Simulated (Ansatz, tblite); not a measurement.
# SnEt2Ph2 (C16H20Sn): spin states and exact exchange

Aim: set other spin states of SnEt2Ph2 (C16H20Sn) against its singlet, on many levels of theory.

Program: Ansatz 0.2.0, Gaussian basis. Level of theory: level and basis change from run to run. These are calculated values, not measurements.

Levels to be run: triplet, at the geometry of the singlet (GFN1-xTB, GFN2-xTB, PBE0-D4/def2-TZVP, PBE-D4/def2-TZVP, r2SCAN-D4/def2-TZVP); the singlet's energies come from earlier runs.

## Step 1: The geometry

The singlet was relaxed beforehand with PBE-D4/def2-SVP.

37 atoms, charge 0, spin multiplicity 1.

Bond lengths: Sn1–C2 2.188 Å, Sn1–C9 2.188 Å, Sn1–C16 2.166 Å, Sn1–C27 2.166 Å, C2–C3 1.531 Å, C2–H4 1.110 Å, C2–H5 1.110 Å, C3–H6 1.112 Å, C3–H7 1.110 Å, C3–H8 1.111 Å, C9–C10 1.531 Å, C9–H11 1.110 Å, C9–H12 1.110 Å, C10–H13 1.112 Å, C10–H14 1.110 Å, C10–H15 1.111 Å, C16–C17 1.411 Å, C16–C21 1.411 Å and more. Angles: C2–Sn1–C9 109.4°, C2–Sn1–C16 109.6°, C2–Sn1–C27 109.9°, C9–Sn1–C16 110.2°, C9–Sn1–C27 109.8°, C16–Sn1–C27 107.9°, Sn1–C2–C3 112.4°, Sn1–C2–H4 107.0°, Sn1–C2–H5 107.5°, C3–C2–H4 111.7°, C3–C2–H5 111.3°, H4–C2–H5 106.6°, C2–C3–H6 112.0°, C2–C3–H7 111.7°, C2–C3–H8 112.0°, H6–C3–H7 107.1°, H6–C3–H8 106.8°, H7–C3–H8 106.9° and more.

Sn takes a core potential in the def2 sets. No spin-orbit coupling is included.

## Step 2: Triplet at the fixed geometry, GFN1-xTB

Tight binding, by tblite at 300 K electronic temperature and without a spin-polarisation term:

```python
tblite.interface.Calculator('GFN1-xTB', numbers, positions, charge=0, uhf=2).singlepoint()
```

Energy -1275.6381 eV; 0.088 s.

## Step 3: Triplet at the fixed geometry, GFN2-xTB

Tight binding, by tblite at 300 K electronic temperature and without a spin-polarisation term:

```python
tblite.interface.Calculator('GFN2-xTB', numbers, positions, charge=0, uhf=2).singlepoint()
```

Energy -1259.5704 eV; 0.088 s.

## Step 4: Triplet at the fixed geometry, PBE0-D4/def2-TZVP

The input, in.yaml:

```yaml
crystal:
  periodic: [false, false, false]
  atoms:
    - {symbol: Sn, position_ang: [0.533087, -0.003472, 0.372903]}
    - {symbol: C, position_ang: [0.503794, -0.040674, 2.560828]}
    - {symbol: C, position_ang: [0.991543, -1.375594, 3.129277]}
    - {symbol: H, position_ang: [-0.537039, 0.182334, 2.874975]}
    - {symbol: H, position_ang: [1.131194, 0.803555, 2.916700]}
    - {symbol: H, position_ang: [0.958938, -1.391030, 4.240367]}
    - {symbol: H, position_ang: [0.373139, -2.225437, 2.771811]}
    - {symbol: H, position_ang: [2.040494, -1.593978, 2.836284]}
    - {symbol: C, position_ang: [2.606615, 0.005000, -0.326522]}
    - {symbol: C, position_ang: [3.337717, 1.299478, 0.038631]}
    - {symbol: H, position_ang: [2.582434, -0.154252, -1.424676]}
    - {symbol: H, position_ang: [3.110949, -0.881042, 0.113381]}
    - {symbol: H, position_ang: [4.386027, 1.303871, -0.331351]}
    - {symbol: H, position_ang: [2.835595, 2.191416, -0.391467]}
    - {symbol: H, position_ang: [3.385317, 1.453881, 1.137654]}
    - {symbol: C, position_ang: [-0.503251, 1.761771, -0.336673]}
    - {symbol: C, position_ang: [-0.491821, 2.955148, 0.416171]}
    - {symbol: C, position_ang: [-1.147921, 4.107025, -0.049084]}
    - {symbol: C, position_ang: [-1.829058, 4.079845, -1.276262]}
    - {symbol: C, position_ang: [-1.850450, 2.898981, -2.035435]}
    - {symbol: C, position_ang: [-1.194245, 1.748774, -1.566904]}
    - {symbol: H, position_ang: [0.031618, 2.995401, 1.385938]}
    - {symbol: H, position_ang: [-1.129181, 5.030378, 0.551026]}
    - {symbol: H, position_ang: [-2.345557, 4.981078, -1.641340]}
    - {symbol: H, position_ang: [-2.384871, 2.872263, -2.998153]}
    - {symbol: H, position_ang: [-1.227744, 0.827805, -2.172317]}
    - {symbol: C, position_ang: [-0.497934, -1.741001, -0.408999]}
    - {symbol: C, position_ang: [-1.907956, -1.780195, -0.457383]}
    - {symbol: C, position_ang: [-2.580654, -2.914922, -0.939777]}
    - {symbol: C, position_ang: [-1.850861, -4.028585, -1.385381]}
    - {symbol: C, position_ang: [-0.447934, -4.003138, -1.346548]}
    - {symbol: C, position_ang: [0.221540, -2.866780, -0.862290]}
    - {symbol: H, position_ang: [-2.498379, -0.912525, -0.118874]}
    - {symbol: H, position_ang: [-3.681568, -2.929031, -0.969981]}
    - {symbol: H, position_ang: [-2.376968, -4.918075, -1.765188]}
    - {symbol: H, position_ang: [0.129332, -4.873169, -1.697028]}
    - {symbol: H, position_ang: [1.324058, -2.865103, -0.844323]}
basis:
  gaussian: {orbitals: def2-TZVP, fitting: {mean_field: def2-universal-jkfit}}
magnetization: {spin_polarized: true, initial_magnetization: 2}
hamiltonian: {xc: pbe0, dispersion: d4}
scf: {omitted_lower_state_checks: [starts]}
output: {orbitals: {seedname: orbitals}}
```

On the command line:

```console
$ ansatz run in.yaml --threads 2 --pin off --events-out ev --progress --plain --max-ram 32768MiB --backend cuda --devices 0, --max-vram 18GiB
```

The program printed:

```text
Functional definition: PBE0
  name "PBE0"
  cite "Adamo & Barone, J. Chem. Phys. 110, 6158 (1999) doi:10.1063/1.478522"
  cite "Perdew, Burke & Ernzerhof, Phys. Rev. Lett. 77, 3865 (1996) doi:10.1103/PhysRevLett.77.3865"
  parent pbe
  parameter a = 0.25
  parameter kappa = 0.804
  parameter beta = 0.06672455060314922
  exchange = (1 - a)*pbe_x(kappa = kappa, mu = beta*pi^2/3) + a*exact_x
  correlation = pbe_c(beta = beta)
these checks for a lower state are left out or cut short: starts
1778 factors; integrals over basis functions are off by at most 4.3e-1 eV
mean field evaluation 1: about -22696.2798 eV, gradient 8.2e1 eV
mean field evaluation 2: about -22652.8941 eV, gradient 1.2e2 eV
mean field evaluation 4: about -22723.2453 eV, gradient 2.9e1 eV
mean field evaluation 8: about -22730.6936 eV, gradient 2.1e0 eV
mean field evaluation 16: about -22730.7993 eV, gradient 1.8e-1 eV
mean field evaluation 32: about -22730.8103 eV, gradient 1.4e-4 eV
mean field -22730.81033333 eV, -835.3418722533 hartree, gradient 8.6e-6 eV, S^2 2.065760; 0 other end points of the search recorded, 0 dependent functions left out
reference -22730.81039412 eV, -835.3418744872 hartree; 70, 68 occupied and 596, 598 virtual orbitals, 1778 factors
Total energy: -22731.90561572 eV, -835.3821231385 hartree
Checks for a lower state left out: starts
```

Run time: 15 s. Hardware: 1 × H100 (card shared with other runs) with 2 threads of AMD EPYC 7R13, shared host; peak host memory 1.3 GiB.

HOMO -3.01 eV, LUMO -4.47 eV (over both spins; with the spin held, an empty level of the minority spin lies below the top filled one); ⟨S²⟩ 2.066 (pure: 2.00).

## Step 5: Triplet at the fixed geometry, PBE-D4/def2-TZVP

start.molden holds the orbitals of an earlier run on this state, given as this run's starting guess.

in.yaml: that of step 4 with these lines changed.

```diff
@@ -41,5 +41,5 @@
 basis:
-  gaussian: {orbitals: def2-TZVP, fitting: {mean_field: def2-universal-jkfit}}
+  gaussian: {orbitals: def2-TZVP, fitting: {mean_field: def2-universal-jkfit}, initial_orbitals: start.molden}
 magnetization: {spin_polarized: true, initial_magnetization: 2}
-hamiltonian: {xc: pbe0, dispersion: d4}
+hamiltonian: {xc: pbe, dispersion: d4}
 scf: {omitted_lower_state_checks: [starts]}
```

Launched as before.

The program printed:

```text
Functional definition: PBE
  name "PBE"
  cite "Perdew, Burke & Ernzerhof, Phys. Rev. Lett. 77, 3865 (1996) doi:10.1103/PhysRevLett.77.3865"
  parent pbe
  parameter kappa = 0.804
  parameter beta = 0.06672455060314922
  exchange = pbe_x(kappa = kappa, mu = beta*pi^2/3)
  correlation = pbe_c(beta = beta)
these checks for a lower state are left out or cut short: starts
1778 factors; integrals over basis functions are off by at most 4.3e-1 eV
mean field evaluation 1: about -22728.0947 eV, gradient 1.1e1 eV
mean field evaluation 2: about -22728.4620 eV, gradient 5.0e-1 eV
mean field evaluation 4: about -22728.4705 eV, gradient 3.2e-1 eV
mean field evaluation 8: about -22728.4722 eV, gradient 1.8e-3 eV
mean field evaluation 16: about -22728.4722 eV, gradient 6.1e-6 eV
mean field -22728.47223432 eV, -835.2559486996 hartree, gradient 6.1e-6 eV, S^2 2.021311; 0 other end points of the search recorded, 0 dependent functions left out
reference -22728.47231853 eV, -835.2559517942 hartree; 70, 68 occupied and 596, 598 virtual orbitals, 1778 factors
Total energy: -22729.72985102 eV, -835.3021652607 hartree
Checks for a lower state left out: starts
```

Wall time 15 s (1 × H100 (card shared with other runs) with 2 threads of AMD EPYC 7R13, shared host); peak host memory 1.3 GiB.

HOMO -1.88 eV, LUMO -5.40 eV (over both spins; with the spin held, an empty level of the minority spin lies below the top filled one); ⟨S²⟩ 2.021 (pure: 2.00).

## Step 6: Triplet at the fixed geometry, r2SCAN-D4/def2-TZVP

in.yaml: that of step 5 with these lines changed.

```diff
@@ -43,3 +43,3 @@
 magnetization: {spin_polarized: true, initial_magnetization: 2}
-hamiltonian: {xc: pbe, dispersion: d4}
+hamiltonian: {xc: r2scan, dispersion: d4}
 scf: {omitted_lower_state_checks: [starts]}
```

Launched as before.

The program printed, cut to the lines that bear on the results:

```text
Functional definition: r2SCAN
  name "r2SCAN"
  cite "Furness, Kaplan, Ning, Perdew & Sun, J. Phys. Chem. Lett. 11, 8208 (2020) doi:10.1021/acs.jpclett.0c02405"
  cite "Furness, Kaplan, Ning, Perdew & Sun, J. Phys. Chem. Lett. 11, 9248 (2020) doi:10.1021/acs.jpclett.0c03077"
  parent r2scan
[...]
1778 factors; integrals over basis functions are off by at most 4.3e-1 eV
[...]
mean field -22743.57586549 eV, -835.8109969073 hartree, gradient 2.1e-5 eV, S^2 2.072664; 0 other end points of the search recorded, 0 dependent functions left out
reference -22743.57589293 eV, -835.8109979159 hartree; 70, 68 occupied and 596, 598 virtual orbitals, 1778 factors
Total energy: -22743.94702194 eV, -835.8246366551 hartree
Checks for a lower state left out: starts
```

Run time: 17 s. Hardware: 1 × H100 (card shared with other runs) with 2 threads of AMD EPYC 7R13, shared host; peak host memory 1.3 GiB.

Report: HOMO -2.27 eV, LUMO -5.04 eV (over both spins; with the spin held, an empty level of the minority spin lies below the top filled one); ⟨S²⟩ 2.073 (pure: 2.00).

## Step 7: Triplet less singlet, vertical

The singlet's energies are those of its earlier runs, whose logs aren't repeated here.

```
              level  triplet less singlet, vertical (kJ/mol)    time
           GFN1-xTB                                   +391.0  0.15 s
           GFN2-xTB                                   +404.4  0.14 s
   PBE-D4/def2-TZVP                                   +399.4    26 s
r2SCAN-D4/def2-TZVP                                   +383.9    28 s
  PBE0-D4/def2-TZVP                                   +396.9    25 s
```

Times add the two runs; a level without a time comes out of a correlated run. Tight binding without a spin term can't rank spin states.

## Step 8: Summary of results

| quantity | value |
| --- | --- |
| triplet less singlet, vertical, functionals in def2-TZVP | +383.9 (r2SCAN-D4) to +399.4 kJ/mol (PBE-D4) |

In words: All functionals put the triplet above the singlet, over a spread of 15.5 kJ/mol. The checks for a lower triplet were left out, so another state of that spin may lie lower. These are electronic energies, without zero-point motion, entropy or surroundings.
